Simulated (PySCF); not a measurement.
**TlAs+: bond curves at several levels of theory**

One table from this session's results is given with a row withheld; the runs are named, their logs left out.

The runs use PySCF 2.14.0; Tl def2-SVP with ECP60, As def2-SVP, scalar-relativistic core potentials.

The first run:

A driver script around PySCF takes these settings:

- atoms: Tl, As
- charge: 1
- basis: Tl def2-SVP with ECP60, As def2-SVP
- Hamiltonian: scalar-relativistic core potentials
- basis functions: 58
- electrons treated: 53
- masses in u: 204.9744, 74.9216
- levels: PBE0, PBE, r²SCAN, MN15, B2PLYP, M06-L, ωB97X, HF, MP2, SCS-MP2, CCSD, CCSD(T)
- grid: 80 radial by 434 angular points
- occupations: held fixed by the projection of orbital angular momentum
- dissociation limit: Tl+ + As, each in its ground configuration
- starting distance in angstrom: 2.705
- values of 2S to try: 1, 3

Launch:

```
> OMP_NUM_THREADS=1 python dia.py task.json out
```

Steps of the session up to this table: Input; First curve: PBE0; Higher solutions at PBE0; PBE (GGA); r²SCAN; MN15; B2PLYP; M06-L (meta-GGA); ωB97X; UHF (mean field); Adding correlation.

One of the session's tables, all rows but one given; the rest of the session is left out.

Energy (eV) from each level's lowest point:

```
R (Å)    UHF  UHF-MP2  UHF-SCS-MP2  UHF-CCSD  UHF-CCSD(T)
2.757  0.486    0.294        0.343       n/a          n/a
2.885  0.305    0.156        0.192     0.179        0.161
3.014  0.182    0.072        0.098     0.088        0.075
3.110  0.119    0.034        0.053     0.045        0.036
3.206  0.074    0.012        0.024     0.019        0.013
3.302  0.042    0.002        0.008     0.005        0.002
3.430      ?        ?            ?         ?            ?
3.591  0.002    0.011        0.004     0.007        0.010
3.783  0.000    0.034        0.021     0.026        0.032
4.040  0.011    0.070        0.050       n/a          n/a
```

**Question.** Estimate the row for R (Å) = 3.430.

Worked estimate for «UHF». A straight line through the neighbours (3.302, 0.042) and (3.591, 0.002) gives 0.042 + (0.002 − 0.042) × (3.430 − 3.302) / (3.591 − 3.302) = 0.024; a parabola fitted to 4 rows on both sides gives 0.018.

As computed: UHF: 0.016; UHF-MP2: 0.000; UHF-SCS-MP2: 0.000; UHF-CCSD: 0.000; UHF-CCSD(T): 0.000. In «UHF» the line misses by +0.008 and the parabola by +0.002.
